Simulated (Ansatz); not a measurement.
Crystal: Hf2Pd2Se2Br2O3.

```
Hf Pd Se Br O
1.0
    -1.89227    2.67212   12.28423
     1.89227   -2.67212   12.28423
     1.89227    2.67212  -12.28423
Hf Pd Se Br O
2 2 2 2 3
Direct
  0.92095 0.92095 0.00000
  0.07905 0.07905 0.00000
  0.68332 0.68332 0.00000
  0.31668 0.31668 0.00000
  0.61777 0.11777 0.50000
  0.38223 0.88223 0.50000
  0.78660 0.78660 0.00000
  0.21340 0.21340 0.00000
  0.90121 0.40121 0.50000
  0.09879 0.59879 0.50000
  0.00000 0.00000 0.00000
```

The cell was built by a generator and needn't be a form met in nature.

```yaml
Program: Ansatz 0.2.0
Task: relaxation of cell and atoms
Functional: revPBE
Potentials_or_basis: Ansatz PAW
Cutoff: "420 eV (not typed: the program's choice for these potentials)"
k_mesh: 6 × 6 × 6
Occupations: fermi-dirac, width 0.05 eV
Spin: no spin polarisation
```

At the start: volume 22.59 Å³/atom.

Task: How do energy, volume and symmetry change on relaxing?

Result: It ends after 9 steps and the volume is 23.25 Å³/atom (+2.9 %); space group Immm (No. 71, to 0.05 Å).

Step by step:
| step | energy change (eV) | largest force (eV/Å) | volume (Å³) |
| --- | --- | --- | --- |
| 1 | 0.0000 | 0.0925 | 248.45 |
| 2 | -0.0245 | 0.0873 | 256.58 |
| 3 | -0.0285 | 0.0813 | 255.49 |
| 4 | -0.0305 | 0.0645 | 255.52 |
| 5 | -0.0309 | 0.0106 | 255.53 |
| 6 | -0.0309 | 0.0007 | 255.52 |
| 7 | -0.0387 | 0.0007 | 255.52 |
| 8 | -0.0385 | 0.0027 | 255.77 |
| 9 | -0.0387 | 0.0027 | 255.77 |

Final structure:
```
Hf Pd Se Br O
1.0
    -1.90546    2.72558   12.31196
     1.90546   -2.72558   12.31196
     1.90546    2.72558  -12.31196
Hf Pd Se Br O
2 2 2 2 3
Direct
  0.92087 0.92087 0.00000
  0.07913 0.07913 0.00000
  0.68200 0.68200 0.00000
  0.31800 0.31800 0.00000
  0.61631 0.11631 0.50000
  0.38369 0.88369 0.50000
  0.78583 0.78583 0.00000
  0.21417 0.21417 0.00000
  0.90181 0.40181 0.50000
  0.09819 0.59819 0.50000
  0.00000 0.00000 0.00000
```

Caveat: the plane-wave basis is chosen anew once the cell has moved, so the energies of steps on either side of that aren't comparable; the PAW data sets come from PBE, with cores solved anew for the run's functional, which leaves a small shift of forces and pressure.
